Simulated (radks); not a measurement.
# Ionisation of Pr: one atom, several choices of exchange strength α

How much does the choice of exchange strength α matter for taking an electron from Pr? Both Pr ([Xe] 4f3 6s2) and Pr⁺ ([Xe] 4f3 6s1) are run for each choice.

Program: radks (a radial shooting solver on a logarithmic mesh, Libxc functionals) version 1. Level of theory: scalar-relativistic Kohn-Sham, spin-unpolarised, spherical densities, point nucleus. These are calculated values, not measurements, unless marked.

4 further runs of the same task are left out: 2 that didn't finish, 2 set aside as unsound or not needed.

## (1) The atom as given

```
element       : praseodymium (Z = 59)
charge        : 0
electrons     : 59
configuration : [Xe] 4f3 6s2
ion           : Pr⁺, [Xe] 4f3 6s1
choices       : α = 0.667; α = 0.774; α = 0.847; α = 0.859
```

Outer shells as boxes (Hund's rule):

Pr
```
[Xe] core
4f [↑ ][↑ ][↑ ][  ][  ][  ][  ]
6s [↑↓]
```

Pr⁺
```
[Xe] core
4f [↑ ][↑ ][↑ ][  ][  ][  ][  ]
6s [↑ ]
```

## (2) α = 0.667: Pr

Input:

```text
Z 59
configuration [Xe] 4f3 6s2
relativity scalar-relativistic
functional xalpha 0.667
spin unpolarised
nucleus point
c 137.035999084
```

## (3) α = 0.667: Pr⁺

Input:

```text
Z 59
configuration [Xe] 4f3 6s1
relativity scalar-relativistic
functional xalpha 0.667
spin unpolarised
nucleus point
c 137.035999084
```

## (4) α = 0.774: Pr

Input:

```text
Z 59
configuration [Xe] 4f3 6s2
relativity scalar-relativistic
functional xalpha 0.774
spin unpolarised
nucleus point
c 137.035999084
```

## (5) α = 0.774: Pr⁺

Input:

```text
Z 59
configuration [Xe] 4f3 6s1
relativity scalar-relativistic
functional xalpha 0.774
spin unpolarised
nucleus point
c 137.035999084
```

## (6) α = 0.847: Pr

Input:

```text
Z 59
configuration [Xe] 4f3 6s2
relativity scalar-relativistic
functional xalpha 0.847
spin unpolarised
nucleus point
c 137.035999084
```

## (7) α = 0.847: Pr⁺

Input:

```text
Z 59
configuration [Xe] 4f3 6s1
relativity scalar-relativistic
functional xalpha 0.847
spin unpolarised
nucleus point
c 137.035999084
```

## (8) α = 0.859: Pr

Input:

```text
Z 59
configuration [Xe] 4f3 6s2
relativity scalar-relativistic
functional xalpha 0.859
spin unpolarised
nucleus point
c 137.035999084
```

## (9) α = 0.859: Pr⁺

Input:

```text
Z 59
configuration [Xe] 4f3 6s1
relativity scalar-relativistic
functional xalpha 0.859
spin unpolarised
nucleus point
c 137.035999084
```

**Question.** What will these runs give? Wanted: for each run, exchange strength α; E(Pr); Δ-SCF; −ε(HOMO); <r> HOMO; error.

The runs gave:

```csv
exchange strength α,E(Pr) (hartree),Δ-SCF (eV),−ε(HOMO) (eV),<r> HOMO (bohr),error (eV)
α = 0.667,-9224.9666,5.091,0.246,1.239,-0.38
α = 0.774,-9257.7411,5.556,2.022,1.144,+0.09
α = 0.847,-9280.1687,5.896,3.424,1.101,+0.43
α = 0.859,-9283.8606,5.954,3.596,4.337,+0.48
```

In words: The NIST Atomic Spectra Database lists 5.470 eV (semi-empirical). The smallest miss is that of α = 0.774 (+0.09 eV), the largest that of α = 0.859 (+0.48 eV). The ionisation energies span 0.86 eV, the total energies of Pr 1603 eV: most of the change in the total cancels in the difference. α = 2/3 is LDA exchange; there is no correlation term. The tabulated value is met near α = 0.75. Spin polarisation and multiplet splitting are left out, so open shells lie too high by an amount that depends on their filling. Spin-orbit splitting is averaged out at the scalar-relativistic level. The highest level changes shell from one choice to another, so −ε(HOMO) and Δ-SCF need not concern the same electron.
